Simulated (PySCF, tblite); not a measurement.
# C₆H₁₂SSi: geometry, infrared bands and NMR shifts

Aim: predict the infrared bands and NMR shifts of C₆H₁₂SSi (`C#CCC[SiH2]SCC`).

The runs use tblite 0.8.0 and PySCF 2.14.0, with density-fitted response routines of our own; the level of theory stands in each step. All values are computed, except where a source is named. Atoms are numbered from 0 throughout.

## 1. The molecule as given

20 atoms, charge 0, multiplicity 1; geometry from: force field or distance geometry start.

Bonds of the start (Å): C0–C1 1.19, C1–C2 1.49, C2–C3 1.52, C3–Si4 1.87, Si4–S5 2.15, S5–C6 1.82, C6–C7 1.52, C0–H8 1.07, C2–H9 1.10, C2–H10 1.09, C3–H11 1.08, C3–H12 1.10, Si4–H13 1.48, Si4–H14 1.48, C6–H15 1.09, C6–H16 1.10, C7–H17 1.09, C7–H18 1.09, C7–H19 1.10.

## 2. Optimising the geometry with GFN2-xTB

The job: settings as JSON, then the geometry in Å.

```
{"job": {"kind": "relax", "xc": "GFN2-xTB", "basis": "xTB"}, "charge": 0, "multiplicity": 1}
C     -3.914300     1.951500    -0.309200
C     -3.558500     0.820500    -0.220800
C     -3.094300    -0.584000    -0.087500
C     -1.685900    -0.777400    -0.634700
Si    -0.304000    -0.085200     0.418800
S      1.574800    -0.674600    -0.448800
C      2.796000     0.113000     0.647800
C      4.209300    -0.206900     0.185500
H     -4.246700     2.961300    -0.395200
H     -3.792700    -1.216000    -0.662800
H     -3.180800    -0.909500     0.951600
H     -1.615100    -0.381700    -1.640900
H     -1.520000    -1.863900    -0.702300
H     -0.331600     1.398000     0.457000
H     -0.361300    -0.612700     1.795500
H      2.643900     1.195900     0.662400
H      2.658500    -0.252800     1.677500
H      4.383300     0.157900    -0.831800
H      4.933600     0.265400     0.850700
H      4.400600    -1.288200     0.200300
```

Command:

```bash
> OMP_NUM_THREADS=1 python probes_run.py task.json out
```

The driver reads the jobs from task.json and runs them one after another.

**Question.** This job is followed by: GFN2-xTB harmonic vibrations, gas phase; GIAO PBE0/pcSseg-1 NMR shielding, non-relativistic, gas phase. What will the session give for the following? strongest single infrared mode (GFN2-xTB); zero-point energy (GFN2-xTB); 13C shifts against TMS (PBE0/pcSseg-1); 1H shifts against TMS (PBE0/pcSseg-1, means over atoms taken as alike); 29Si shifts against TMS (PBE0/pcSseg-1); 33S shifts against CS2 (PBE0/pcSseg-1).

As calculated:

| quantity | value |
| --- | --- |
| strongest single infrared mode (GFN2-xTB) | 2226 cm⁻¹, 298 km/mol |
| zero-point energy (GFN2-xTB) | 98.5 kcal/mol |
| 13C shifts against TMS (PBE0/pcSseg-1) | 89.2, 77.8, 29.4, 18.3, 16.8, 13.2 ppm |
| 1H shifts against TMS (PBE0/pcSseg-1, means over atoms taken as alike) | 4.93, 2.58, 2.49, 1.51, 1.42, 1.23 ppm |
| 29Si shifts against TMS (PBE0/pcSseg-1) | -21.7 ppm |
| 33S shifts against CS2 (PBE0/pcSseg-1) | -174 ppm |

Over 79 steps the energy fell by 0.109 eV; of the close pairs, C1–C2 changed most, 1.485 to 1.447 Å. No mode is imaginary among the 54: a minimum at this level. The strongest single mode, at 2226 cm⁻¹, moves mainly H14. GFN2-xTB is a fitted tight-binding method: band positions and strengths are rough. Its intensities can rank the bands wrongly. At PBE0/pcSseg-1: The largest span, 372 ppm, is at S5, where the paramagnetic term is -385 ppm.
